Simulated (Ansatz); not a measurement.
# AlClH₆Si₂: up Jacob's ladder to CCSD(T)

The task here is to estimate one member of a computed series from the others.

The runs use Ansatz 0.2.0, Gaussian basis; functionals in def2-TZVPP, the program's frozen cores in correlated methods.

Plan: LDA (SPW92), PBE-D4, revPBE-D4, BLYP-D4, r2SCAN-D4, B97M-V, PBE0-D4, B3LYP-D4, r2SCANh-D4, r2SCAN0-D4, HSE06-D4, BHLYP-D4, CAM-B3LYP-D4, LC-ωPBE, ωB97X-V, ωB97M-V, B2PLYP, PBE-QIDH; CCSD(T)/def2-SVP; CCSD(T)/def2-TZVPP; MP2/def2-QZVPP; extrapolation to the limit; RPA on PBE.

### The geometry

The geometry comes from an earlier relaxation with PBE0-D4 in a triple-zeta def2 set; it is a stationary point, not always the lowest conformer.

10 atoms, charge 0, spin multiplicity 1.

Atoms are counted from 1 here; the program's logs count them from 0.

Bond lengths: Al1–Si2 2.456 Å, Al1–H5 1.585 Å, Al1–H6 1.588 Å, Si2–Si3 2.343 Å, Si2–Cl4 2.084 Å, Si2–H7 1.493 Å, Si3–H8 1.487 Å, Si3–H9 1.488 Å, Si3–H10 1.489 Å. Angles: Si2–Al1–H5 120.7°, Si2–Al1–H6 118.5°, H5–Al1–H6 120.8°, Al1–Si2–Si3 113.4°, Al1–Si2–Cl4 110.6°, Al1–Si2–H7 111.4°, Si3–Si2–Cl4 107.3°, Si3–Si2–H7 107.3°, Cl4–Si2–H7 106.5°, Si2–Si3–H8 111.1°, Si2–Si3–H9 109.7°, Si2–Si3–H10 109.1°, H8–Si3–H9 109.1°, H8–Si3–H10 109.4°, H9–Si3–H10 108.5°.

The first run:

in.yaml

```yaml
crystal:
  periodic: [false, false, false]
  atoms:
    - {symbol: Al, position_ang: [-1.268485, 1.598634, -0.993935]}
    - {symbol: Si, position_ang: [0.234481, -0.335352, -0.808052]}
    - {symbol: Si, position_ang: [0.847462, -0.828886, 1.399083]}
    - {symbol: Cl, position_ang: [-0.664781, -2.041129, -1.597444]}
    - {symbol: H, position_ang: [-2.773928, 1.412159, -1.452905]}
    - {symbol: H, position_ang: [-0.708750, 3.034168, -0.608094]}
    - {symbol: H, position_ang: [1.493720, -0.122398, -1.580858]}
    - {symbol: H, position_ang: [1.703615, -2.042646, 1.458012]}
    - {symbol: H, position_ang: [-0.372657, -1.054444, 2.219975]}
    - {symbol: H, position_ang: [1.592423, 0.328694, 1.967217]}
basis:
  gaussian: {orbitals: def2-TZVPP}
hamiltonian: {xc: lda}
output: {orbitals: {seedname: orbitals}}
```

Command:

```
> ansatz run in.yaml --threads 2 --pin off --events-out ev --progress --plain --max-ram 4352MiB
```

Steps of the session up to this table: LDA; PBE-D4 (GGA); revPBE-D4 (GGA); BLYP-D4 (GGA); r2SCAN-D4 (meta-GGA); B97M-V (meta-GGA); B3LYP-D4 (hybrid); r2SCANh-D4 (hybrid); r2SCAN0-D4 (hybrid); HSE06-D4 (hybrid); BHLYP-D4 (hybrid); CAM-B3LYP-D4 (range-separated); LC-ωPBE (range-separated); ωB97X-V (range-separated); ωB97M-V (range-separated); B2PLYP (double hybrid); PBE-QIDH (double hybrid).

One of the session's tables, all rows but one given; the rest of the session is left out.

It belongs to the step «Frontier levels by functional». 

```
  functional  HOMO (eV)  LUMO (eV)  gap (eV)
 LDA (SPW92)          ?          ?         ?
      PBE-D4      -6.29      -3.09      3.19
   revPBE-D4      -6.25      -2.99      3.26
     BLYP-D4      -6.14      -2.96      3.18
   r2SCAN-D4      -6.53      -2.87      3.66
      B97M-V      -6.64      -3.09      3.55
     PBE0-D4      -7.34      -2.36      4.99
    B3LYP-D4      -7.15      -2.54      4.61
  r2SCANh-D4      -6.91      -2.61      4.30
  r2SCAN0-D4      -7.49      -2.23      5.26
    HSE06-D4      -6.96      -2.72      4.23
    BHLYP-D4      -8.29      -1.57      6.72
CAM-B3LYP-D4      -8.56      -1.40      7.16
     LC-ωPBE      -9.83      -0.35      9.49
     ωB97X-V      -9.52      -0.47      9.06
     ωB97M-V      -9.27      -0.74      8.53
```

Q: Estimate the row for LDA (SPW92) from the others.

The run gave: HOMO (eV): -6.37; LUMO (eV): -3.32; gap (eV): 3.05. In the column «HOMO (eV)» it lies between r2SCAN-D4 (-6.53) and PBE-D4 (-6.29).
